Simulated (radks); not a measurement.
**Sm³⁺ in [Xe] 4f5: an all-electron calculation**

What are the levels of the samarium ion Sm3+, how large are its shells, and how does its energy divide?

Method: scalar-relativistic Kohn-Sham, BLYP, spin-polarised, spherical densities, finite nucleus; open shells are filled with parallel spins first. Code: radks (a radial shooting solver on a logarithmic mesh, Libxc functionals) version 1.

### Step 1. The system

```
element            : samarium (Z = 62)
charge             : +3
electrons          : 59
configuration      : [Xe] 4f5
nuclear rms radius : 5.0819 fm
```

The outer shells:

Sm³⁺
```
[Xe] core
4f [↑ ][↑ ][↑ ][↑ ][↑ ][  ][  ]
```

### Step 2. Self-consistent calculation

The run's settings:

```text
Z 62
configuration [Xe] 4f5
relativity scalar-relativistic
functional b88,lyp
spin polarised
nucleus finite rms 5.0819 fm
c 137.035999084
```

**Question.** What will this run give?

**Answer**, as computed:

| quantity | value |
| --- | --- |
| total energy | -10425.9938 hartree |
| exchange-correlation share of it | 2.26 % |
| −T/E | 1.0689 |
| highest occupied level | 4f up, -33.625 eV |
| most extended occupied level | 5p down, <r> = 1.60 bohr |
| radius at density 0.001 e/bohr³ | 3.32 bohr |
| maxima of the radial density | 4 |
| ionisation energy, NIST | 41.6 (semi-emp.) eV |

The radial density shows 4 maxima for 5 occupied principal shells; where shells overlap, one shows as a shoulder or not at all. −T/E is 1.069: with relativity the kinetic term as defined here no longer equals −E. The top level binds by 33.625 eV, 81 % of the NIST ionisation energy of 41.6 eV; the potential of a semilocal functional falls off too fast, so its top eigenvalue is too shallow. Open shells are spherical and high-spin; term and fine-structure splittings are not resolved. Spin-orbit splitting is averaged out at the scalar-relativistic level.
